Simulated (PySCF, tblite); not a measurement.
# C3H12O2Si3: infrared bands, NMR shifts and electronic excitations in gas and solvents

Aim: compute the infrared bands, NMR shifts and electronic excitations of C3H12O2Si3 (`C[SiH2]O[Si@@H]1CC[SiH2]O1`), and see what a dielectric continuum does where one was used.

Computed with tblite 0.8.0 and PySCF 2.14.0, with density-fitted response routines of our own, on a single molecule, in the gas phase or a continuum. Atoms count from 0, in the outputs and in this text.

## 1. Starting geometry

20 atoms, charge 0, multiplicity 1; geometry from: force field or distance geometry start.

Bonds of the start (Å): C0–Si1 1.86, Si1–O2 1.70, O2–Si3 1.73, Si3–C4 1.84, C4–C5 1.50, C5–Si6 1.87, Si6–O7 1.72, O7–Si3 1.71, C0–H8 1.11, C0–H9 1.11, C0–H10 1.10, Si1–H11 1.45, Si1–H12 1.48, Si3–H13 1.48, C4–H14 1.10, C4–H15 1.09, C5–H16 1.09, C5–H17 1.10, Si6–H18 1.46, Si6–H19 1.46.

## 2. Optimising the geometry with GFN2-xTB

The job: settings as JSON, then the geometry in Å.

```
{"job": {"kind": "relax", "xc": "GFN2-xTB", "basis": "xTB"}, "charge": 0, "multiplicity": 1}
C      3.595600     0.895900    -0.407400
Si     2.203100    -0.294600    -0.080900
O      1.000900     0.422300     0.892200
Si    -0.428900    -0.540000     0.809200
C     -1.136200    -0.610900    -0.890900
C     -2.236400     0.413600    -0.939200
Si    -3.015800     0.189700     0.743700
O     -1.651400     0.142300     1.791000
H      4.580100     0.387800    -0.313600
H      3.504500     1.318700    -1.434200
H      3.572500     1.712800     0.335100
H      1.629200    -0.676800    -1.356900
H      2.704600    -1.501600     0.606700
H     -0.107300    -1.885000     1.326600
H     -0.361700    -0.270700    -1.597500
H     -1.467800    -1.635800    -1.086100
H     -3.009800     0.222800    -1.682800
H     -1.770900     1.405200    -1.034500
H     -3.803900    -1.041000     0.774400
H     -3.805500     1.356000     1.132700
```

On the command line:

```
> OMP_NUM_THREADS=1 python probes_run.py task.json out
```

The driver reads the jobs from task.json and runs them one after another.

What it wrote:

```text
step      E/eV     max force
  0    -707.94102    3.474
  1    -708.35630    1.587
  2    -708.51926    0.802
  3    -708.56835    0.830
  4    -708.64325    0.549
  5    -708.67209    0.608
  6    -708.71719    0.431
  7    -708.74160    0.427
  8    -708.76727    0.328
  9    -708.78384    0.316
 10    -708.79851    0.287
 11    -708.81333    0.331
 12    -708.83062    0.362
 13    -708.84680    0.288
 14    -708.85856    0.221
 15    -708.86864    0.245
 16    -708.88187    0.280
 17    -708.89651    0.311
 18    -708.90880    0.252
 19    -708.91889    0.232
 20    -708.93047    0.288
 21    -708.94573    0.358
 22    -708.96547    0.441
 23    -708.98607    0.344
 24    -709.00146    0.221
 25    -709.01144    0.217
 26    -709.02224    0.262
 27    -709.03668    0.319
 28    -709.05179    0.302
 29    -709.06474    0.254
 30    -709.07477    0.210
 31    -709.08244    0.220
 32    -709.08925    0.209
 33    -709.09554    0.197
 34    -709.10061    0.194
 35    -709.10608    0.176
 36    -709.11178    0.143
 37    -709.11544    0.157
 38    -709.11939    0.129
 39    -709.12218    0.122
 40    -709.12526    0.121
 41    -709.12851    0.144
 42    -709.13174    0.139
 43    -709.13458    0.106
 44    -709.13750    0.121
 45    -709.14091    0.156
 46    -709.14448    0.169
 47    -709.14708    0.115
 48    -709.14863    0.098
 49    -709.15000    0.087
 50    -709.15134    0.088
 51    -709.15246    0.083
 52    -709.15358    0.092
 53    -709.15480    0.092
 54    -709.15666    0.079
 55    -709.15792    0.084
 56    -709.15945    0.081
 57    -709.16082    0.075
 58    -709.16242    0.095
 59    -709.16393    0.093
 60    -709.16477    0.060
 61    -709.16524    0.051
 62    -709.16569    0.041
 63    -709.16618    0.041
 64    -709.16666    0.043
 65    -709.16718    0.042
 66    -709.16747    0.033
 67    -709.16766    0.029
 68    -709.16784    0.026
 69    -709.16806    0.025
 70    -709.16825    0.024
 71    -709.16839    0.025
 72    -709.16847    0.019
 73    -709.16852    0.017
 74    -709.16859    0.020
 75    -709.16867    0.022
 76    -709.16876    0.019
 77    -709.16883    0.019
 78    -709.16889    0.017
 79    -709.16895    0.015
 80    -709.16902    0.017
 81    -709.16912    0.019
 82    -709.16925    0.024
 83    -709.16941    0.028
 84    -709.16960    0.032
 85    -709.16983    0.034
 86    -709.17013    0.039
 87    -709.17059    0.058
 88    -709.17127    0.084
 89    -709.17219    0.096
 90    -709.17326    0.079
 91    -709.17442    0.071
 92    -709.17524    0.090
 93    -709.17628    0.099
 94    -709.17716    0.069
 95    -709.17838    0.084
 96    -709.17893    0.086
 97    -709.17958    0.056
 98    -709.18059    0.039
 99    -709.18149    0.061
100    -709.18211    0.068
101    -709.18309    0.065
102    -709.18415    0.067
103    -709.18555    0.080
104    -709.18708    0.060
105    -709.18779    0.101
106    -709.18859    0.099
107    -709.18935    0.055
108    -709.18983    0.047
109    -709.19040    0.055
110    -709.19114    0.056
111    -709.19152    0.054
112    -709.19196    0.048
113    -709.19244    0.041
114    -709.19293    0.046
115    -709.19342    0.058
116    -709.19405    0.052
117    -709.19482    0.059
118    -709.19569    0.077
119    -709.19687    0.090
120    -709.19806    0.076
121    -709.19848    0.154
122    -709.20013    0.101
123    -709.20160    0.068
124    -709.20588    0.143
125    -709.20819    0.219
126    -709.21185    0.196
127    -709.21541    0.129
128    -709.21863    0.110
129    -709.22123    0.104
130    -709.22460    0.122
131    -709.22761    0.161
132    -709.23019    0.138
133    -709.23184    0.070
134    -709.23310    0.064
135    -709.23404    0.077
136    -709.23508    0.068
137    -709.23591    0.073
138    -709.23638    0.056
139    -709.23669    0.048
140    -709.23701    0.049
141    -709.23736    0.053
142    -709.23777    0.053
143    -709.23819    0.042
144    -709.23862    0.052
145    -709.23902    0.056
146    -709.23938    0.044
147    -709.23972    0.040
148    -709.24011    0.052
149    -709.24064    0.056
150    -709.24138    0.060
151    -709.24237    0.062
152    -709.24366    0.066
153    -709.24499    0.079
154    -709.24603    0.067
155    -709.24674    0.058
156    -709.24739    0.063
157    -709.24810    0.053
158    -709.24888    0.044
159    -709.24948    0.043
160    -709.24979    0.044
161    -709.25001    0.036
162    -709.25016    0.022
163    -709.25027    0.022
164    -709.25036    0.022
165    -709.25044    0.018
166    -709.25051    0.016
167    -709.25056    0.013
168    -709.25061    0.014
169    -709.25066    0.014
170    -709.25074    0.018
171    -709.25081    0.021
172    -709.25088    0.020
173    -709.25092    0.016
174    -709.25096    0.014
175    -709.25101    0.014
176    -709.25107    0.018
177    -709.25113    0.016
178    -709.25120    0.015
179    -709.25126    0.016
180    -709.25132    0.018
181    -709.25138    0.019
182    -709.25145    0.017
183    -709.25152    0.018
184    -709.25160    0.017
185    -709.25166    0.018
186    -709.25171    0.018
187    -709.25177    0.014
188    -709.25182    0.013
189    -709.25188    0.014
190    -709.25192    0.014
191    -709.25196    0.013
192    -709.25201    0.018
193    -709.25207    0.023
194    -709.25215    0.022
195    -709.25222    0.017
196    -709.25230    0.018
197    -709.25237    0.022
198    -709.25244    0.023
199    -709.25251    0.023
200    -709.25259    0.021
201    -709.25268    0.018
202    -709.25279    0.028
203    -709.25289    0.026
204    -709.25300    0.026
205    -709.25312    0.025
206    -709.25329    0.023
207    -709.25343    0.022
208    -709.25355    0.019
209    -709.25361    0.020
210    -709.25366    0.012
211    -709.25369    0.011
212    -709.25371    0.012
213    -709.25373    0.009
```

Wall time 3.8 s (1 thread of Arm Neoverse N1, shared host); peak memory 0.18 GiB.

The steps of the relaxation: (not every step is listed)

| step | energy from step 0 (eV) | largest force (eV/Å) |
| --- | --- | --- |
| 0 | 0.0000 | 3.4743 |
| 1 | -0.4153 | 1.5873 |
| 2 | -0.5782 | 0.8022 |
| 3 | -0.6273 | 0.8296 |
| 4 | -0.7022 | 0.5489 |
| 5 | -0.7311 | 0.6077 |
| 6 | -0.7762 | 0.4312 |
| 7 | -0.8006 | 0.4270 |
| 8 | -0.8263 | 0.3285 |
| 28 | -1.1108 | 0.3015 |
| 48 | -1.2076 | 0.0978 |
| 68 | -1.2268 | 0.0262 |
| 88 | -1.2303 | 0.0840 |
| 108 | -1.2488 | 0.0470 |
| 128 | -1.2776 | 0.1103 |
| 148 | -1.2991 | 0.0520 |
| 168 | -1.3096 | 0.0139 |
| 188 | -1.3108 | 0.0128 |
| 208 | -1.3125 | 0.0191 |
| 209 | -1.3126 | 0.0200 |
| 210 | -1.3126 | 0.0124 |
| 211 | -1.3127 | 0.0110 |
| 212 | -1.3127 | 0.0119 |
| 213 | -1.3127 | 0.0088 |

Distances of close pairs at the start and the end, largest changes first:

```csv
bond,before (Å),after (Å),change (Å)
O2–Si3,1.725,1.613,-0.112
Si6–O7,1.721,1.635,-0.085
Si1–O2,1.705,1.631,-0.073
Si3–O7,1.710,1.638,-0.072
Si3–C4,1.843,1.905,+0.062
C5–Si6,1.868,1.909,+0.041
C0–Si1,1.861,1.897,+0.036
C4–C5,1.504,1.539,+0.035
```

The next job starts from the end point, and lists it.

## 3. Infrared spectrum with GFN2-xTB

The job: settings as JSON, then the geometry in Å.

```
{"job": {"kind": "ir", "xc": "GFN2-xTB", "basis": "xTB"}, "charge": 0, "multiplicity": 1}
C      2.199885     1.282188    -0.025806
Si     2.530680    -0.585631    -0.039089
O      1.136857    -1.433111    -0.050740
Si    -0.443980    -1.542236     0.252110
C     -1.510635    -0.930345    -1.202719
C     -1.825425     0.556539    -0.957666
Si    -1.811021     0.835931     0.930477
O     -0.901346    -0.446090     1.380670
H      3.119516     1.854417     0.055067
H      1.694048     1.603479    -0.933336
H      1.564076     1.552114     0.813828
H      3.183057    -1.016885    -1.278653
H      3.254419    -1.011879     1.161218
H     -0.682592    -2.858265     0.811922
H     -1.054265    -1.074650    -2.182040
H     -2.445259    -1.493293    -1.210901
H     -2.757101     0.842443    -1.446204
H     -1.041396     1.165054    -1.413242
H     -3.116111     0.673293     1.566588
H     -1.098553     2.037606     1.355784
```

What it wrote:

```text
mode    cm-1     km/mol
  1      -8.6      0.14
  2      40.0      1.33
  3      60.3      0.08
  4      83.6      2.09
  5     108.5      0.69
  6     134.6      2.56
  7     193.4     12.96
  8     199.6      4.27
  9     285.0     19.73
 10     364.1     17.68
 11     416.6     26.48
 12     473.3     44.72
 13     483.1     45.91
 14     547.0     13.35
 15     579.5     43.23
 16     584.1     43.58
 17     619.9     30.08
 18     639.7     31.91
 19     644.0     96.34
 20     688.8     88.64
 21     700.3     92.89
 22     734.4    152.25
 23     761.6     67.44
 24     768.5    159.97
 25     776.3    248.34
 26     783.8    312.10
 27     798.3    283.50
 28     819.4     56.34
 29     829.0    138.82
 30     847.0    210.55
 31     936.4    412.43
 32    1037.9      5.17
 33    1060.2     22.48
 34    1076.7    672.85
 35    1138.2      4.56
 36    1262.9      2.15
 37    1279.0      4.59
 38    1369.8     15.06
 39    1477.7      1.09
 40    1481.8      1.03
 41    1485.4      0.67
 42    1496.4      5.38
 43    2218.1    428.71
 44    2235.9    187.33
 45    2267.4    473.09
 46    2285.5    174.84
 47    2373.1    320.34
 48    2957.3     17.34
 49    2975.1     93.39
 50    2983.5     37.07
 51    2995.2     33.00
 52    3024.2     28.79
 53    3031.0     20.18
 54    3044.3     27.65
```

Run time: 1.9 s. Hardware: 1 thread of Arm Neoverse N1, shared host; peak memory 0.18 GiB.

The strongest bands and the atoms that carry them (share of the mass-weighted mode):

```
cm⁻¹  km/mol                                 atoms
 776   248.3                     Si1 27 %, C0 17 %
 784   312.1  Si3 19 %, C4 15 %, H19 13 %, O7 12 %
 798   283.5          H18 18 %, H19 17 %, Si6 14 %
 936   412.4                     O7 70 %, Si3 12 %
1077   672.9                     O2 65 %, Si3 13 %
2218   428.7                    H11 56 %, H12 40 %
2267   473.1                    H18 50 %, H19 45 %
2373   320.3                              H13 97 %
```

## 4. Optimising the geometry at PBE0-D3(BJ)/def2-SVP

The job: settings as JSON, then the geometry in Å.

```
{"job": {"xc": "PBE0", "basis": "def2-SVP", "d3": "d3bj", "grid": 1, "shake": 0.01, "kind": "geom"}, "charge": 0, "multiplicity": 1}
C      2.220290     1.256630    -0.021630
Si     2.525000    -0.590160    -0.041240
O      1.116660    -1.435430    -0.059390
Si    -0.410750    -1.539980     0.248580
C     -1.513450    -0.937030    -1.213270
C     -1.829330     0.561360    -0.960050
Si    -1.801440     0.833930     0.930720
O     -0.885890    -0.440640     1.375620
H      3.117690     1.859820     0.074420
H      1.691350     1.601040    -0.923310
H      1.555210     1.549200     0.822650
H      3.188860    -1.015970    -1.271950
H      3.226140    -1.001670     1.151620
H     -0.699280    -2.855500     0.818930
H     -1.058710    -1.085410    -2.181780
H     -2.445790    -1.479240    -1.203430
H     -2.755160     0.853560    -1.448260
H     -1.050650     1.170890    -1.407420
H     -3.118260     0.665460     1.568880
H     -1.123490     2.044510     1.360700
```

What it wrote:

```text
step   0  E = -1139.50864819  max force = 0.064817
step   1  E = -1139.52249055  max force = 0.009065
step   2  E = -1139.52304336  max force = 0.003800
step   3  E = -1139.52320920  max force = 0.000997
step   4  E = -1139.52329308  max force = 0.002228
step   5  E = -1139.52340348  max force = 0.003262
step   6  E = -1139.52347266  max force = 0.002165
step   7  E = -1139.52351510  max force = 0.000760
step   8  E = -1139.52353102  max force = 0.000792
step   9  E = -1139.52354017  max force = 0.000892
step  10  E = -1139.52354659  max force = 0.000464
step  11  E = -1139.52354925  max force = 0.000213
optimisation converged
```

Wall time 6.6 min (1 thread of Arm Neoverse N1, shared host); peak memory 0.8 GiB.

Along the way:

```
step  energy from step 0 (eV)  largest force component (eV/Å)
   0                   0.0000                          3.3330
   1                  -0.3767                          0.4661
   2                  -0.3917                          0.1954
   3                  -0.3962                          0.0513
   4                  -0.3985                          0.1146
   5                  -0.4015                          0.1677
   6                  -0.4034                          0.1113
   7                  -0.4045                          0.0391
   8                  -0.4050                          0.0407
   9                  -0.4052                          0.0459
  10                  -0.4054                          0.0239
  11                  -0.4055                          0.0110
```

Distances of close pairs at the start and the end, largest changes first:

```
   bond  before (Å)  after (Å)  change (Å)
 O2–Si3       1.562      1.648      +0.086
 Si6–O7       1.631      1.683      +0.052
Si1–H12       1.444      1.494      +0.050
 Si3–C4       1.928      1.885      -0.042
Si6–H19       1.453      1.492      +0.039
 Si3–O7       1.645      1.677      +0.033
Si1–H11       1.462      1.494      +0.032
 C4–H15       1.079      1.105      +0.026
```

The final coordinates are the input of the step that follows.

```csv
at the end point,value
point group (found at 0.08 Å tolerance),C1
"rotational constants (GHz, main isotopes)","1.854, 0.861, 0.737"
dipole moment (D),1.84
```

## 5. Shielding tensors: PBE0/pcSseg-1

The job: settings as JSON, then the geometry in Å.

```
{"job": {"kind": "nmr", "xc": "PBE0", "basis": "pcSseg-1"}, "charge": 0, "multiplicity": 1}
C      2.148737     1.254316     0.276274
Si     2.545576    -0.517965    -0.165131
O      1.155789    -1.433532    -0.222310
Si    -0.421609    -1.530042     0.243382
C     -1.605787    -1.057598    -1.145533
C     -1.810976     0.472101    -1.062139
Si    -1.756209     0.917087     0.780061
O     -0.776268    -0.324780     1.354614
H      3.066501     1.861333     0.322970
H      1.480038     1.708615    -0.471847
H      1.648894     1.300955     1.255766
H      3.190264    -0.596593    -1.510058
H      3.474425    -1.108566     0.845030
H     -0.638572    -2.867651     0.849301
H     -1.255457    -1.381671    -2.138445
H     -2.560855    -1.581714    -0.962832
H     -2.729933     0.804622    -1.570571
H     -0.974619     0.994260    -1.558744
H     -3.096053     0.855207     1.437906
H     -1.134705     2.242438     1.067582
```

Level: GIAO PBE0/pcSseg-1 NMR shielding, non-relativistic, gas phase.

What it wrote:

```text
coarse grid: 17744 points
cycle   1  E = -1139.6430529235  dE =  7.084e-01  |g| = 1.069e+00  |ddm| = 4.050e+00
cycle   2  E = -1139.3029559586  dE =  3.401e-01  |g| = 1.702e+00  |ddm| = 2.195e+00
cycle   3  E = -1139.8499519798  dE = -5.470e-01  |g| = 1.555e-01  |ddm| = 1.588e+00
cycle   4  E = -1139.8545334979  dE = -4.582e-03  |g| = 6.052e-02  |ddm| = 1.731e-01
cycle   5  E = -1139.8554067639  dE = -8.733e-04  |g| = 1.342e-02  |ddm| = 5.848e-02
cycle   6  E = -1139.8554427434  dE = -3.598e-05  |g| = 4.539e-03  |ddm| = 1.552e-02
cycle   7  E = -1139.8554464199  dE = -3.677e-06  |g| = 1.344e-03  |ddm| = 4.047e-03
final grid: 156288 points
cycle   8  E = -1139.9205139223  dE = -1.886e-05  |g| = 1.216e-02  |ddm| = 2.580e-02
cycle   9  E = -1139.9204733006  dE =  4.062e-05  |g| = 1.887e-02  |ddm| = 2.189e-02
cycle  10  E = -1139.9205431065  dE = -6.981e-05  |g| = 1.201e-03  |ddm| = 1.394e-02
cycle  11  E = -1139.9205434016  dE = -2.951e-07  |g| = 2.100e-04  |ddm| = 1.118e-03
cycle  12  E = -1139.9205434122  dE = -1.056e-08  |g| = 4.448e-05  |ddm| = 2.385e-04
cycle  13  E = -1139.9205434126  dE = -3.704e-10  |g| = 1.868e-05  |ddm| = 5.786e-05
converged SCF energy = -1139.9205434126

GIAO shielding tensors (ppm)
atom      isotropic    diamagn.    paramagn.     s11        s22        s33       span
  0 C      183.686     258.189     -74.503    170.978    185.284    194.796     23.818
  1 Si     367.143     879.611    -512.467    318.634    360.969    421.827    103.193
  2 O      265.750     402.745    -136.994    234.077    247.019    316.155     82.078
  3 Si     360.084     880.906    -520.822    334.346    358.270    387.635     53.289
  4 C      173.287     257.007     -83.720    170.666    171.902    177.294      6.628
  5 C      178.174     256.674     -78.500    166.622    177.382    190.517     23.895
  6 Si     353.822     880.709    -526.887    302.277    340.398    418.793    116.516
  7 O      256.885     401.446    -144.561    163.504    286.865    320.284    156.780
  8 H       31.296      28.640       2.656     27.078     27.306     39.503     12.425
  9 H       30.886      35.319      -4.433     26.606     30.300     35.750      9.143
 10 H       30.378      34.054      -3.676     25.953     29.956     35.225      9.272
 11 H       26.250      28.415      -2.165     22.635     24.520     31.597      8.961
 12 H       26.124      27.742      -1.618     22.397     24.373     31.601      9.203
 13 H       26.199      28.344      -2.145     22.199     23.601     32.797     10.598
 14 H       30.196      31.674      -1.478     26.513     26.990     37.085     10.572
 15 H       30.924      30.600       0.325     26.010     28.122     38.640     12.630
 16 H       30.354      30.395      -0.041     25.087     27.367     38.608     13.521
 17 H       30.349      35.056      -4.707     26.585     27.675     36.788     10.204
 18 H       26.403      28.830      -2.427     22.716     23.838     32.656      9.940
 19 H       26.159      30.357      -4.198     22.816     24.959     30.704      7.888
```

Wall time 82 s (1 thread of Arm Neoverse N1, shared host); peak memory 0.98 GiB.

Shifts follow as δ = σ(reference) − σ, with reference shieldings (ppm) from runs at the same level and on the same kind of geometry: 1H TMS 31.27, 13C TMS 184.4, 29Si TMS 352.0, 17O H2O 334.6. The references are single molecules in the gas phase, so shifts against H2O, NH3, PH3, H3PO4 or CFCl3 are not on the usual liquid scales and can be off by tens of ppm. Atoms listed in one row are averaged.

```
      atoms                                                   environment  σ (ppm)  δ (ppm)  δ scaled to CDCl3
         C4                                          sp3 CH2 bonded to Si    173.3     11.1               10.3
         C5                                          sp3 CH2 bonded to Si    178.2      6.2                5.5
         C0                                    methyl carbon bonded to Si    183.7      0.7                0.2
        H12                          hydrogen on a silicon bonded to C, O    26.12     5.14                  –
        H19    hydrogen on a silicon bonded to C, O, in a 5-membered ring    26.16     5.11                  –
        H13  hydrogen on a silicon bonded to C, 2 O, in a 5-membered ring    26.20     5.07                  –
        H11                          hydrogen on a silicon bonded to C, O    26.25     5.02                  –
        H18    hydrogen on a silicon bonded to C, O, in a 5-membered ring    26.40     4.86                  –
        H14                           hydrogen on an sp3 CH2 bonded to Si    30.20     1.07               1.23
        H17                           hydrogen on an sp3 CH2 bonded to Si    30.35     0.92               1.09
        H16                           hydrogen on an sp3 CH2 bonded to Si    30.35     0.91               1.08
H8, H9, H10                      hydrogen on a methyl carbon bonded to Si    30.85     0.41               0.61
        H15                           hydrogen on an sp3 CH2 bonded to Si    30.92     0.34               0.54
        Si6             silicon bonded to C, O, 2 H, in a 5-membered ring    353.8     -1.8                  –
        Si3             silicon bonded to C, 2 O, H, in a 5-membered ring    360.1     -8.1                  –
        Si1                                   silicon bonded to C, O, 2 H    367.1    -15.2                  –
         O7                   oxygen bonded to 2 Si, in a 5-membered ring    256.9     77.7                  –
         O2                                         oxygen bonded to 2 Si    265.8     68.8                  –
```

The scaled column applies a straight-line fit of computed shieldings to shifts measured in CDCl3 (root-mean-square error 0.21 ppm for H, 2.0 ppm for C).

Charges from the same density, by scheme (e):

```
atoms  Mulliken    IAO  Hirshfeld  ESP fit
   C0     -0.68  -0.74      -0.21    -0.61
  Si1      0.85   1.01       0.41     0.86
   O2     -0.77  -0.87      -0.31    -0.56
  Si3      1.18   1.29       0.47     0.72
   C4     -0.58  -0.58      -0.16    -0.28
   C5     -0.57  -0.55      -0.16    -0.25
  Si6      0.83   0.97       0.40     0.55
   O7     -0.77  -0.88      -0.32    -0.49
```

Mayer bond orders: C0–Si1 0.96, Si1–O2 0.89, O2–Si3 0.95, Si3–C4 0.88, C4–C5 1.01, C5–Si6 0.91, Si6–O7 0.90, O7–Si3 0.90.

Ring of atoms Si3, C4, C5, Si6, O7: NICS(0) -5.1, NICS(1) -3.2, NICS(1)zz -3.5 ppm (means of both faces).

[end of part 1 of 2]
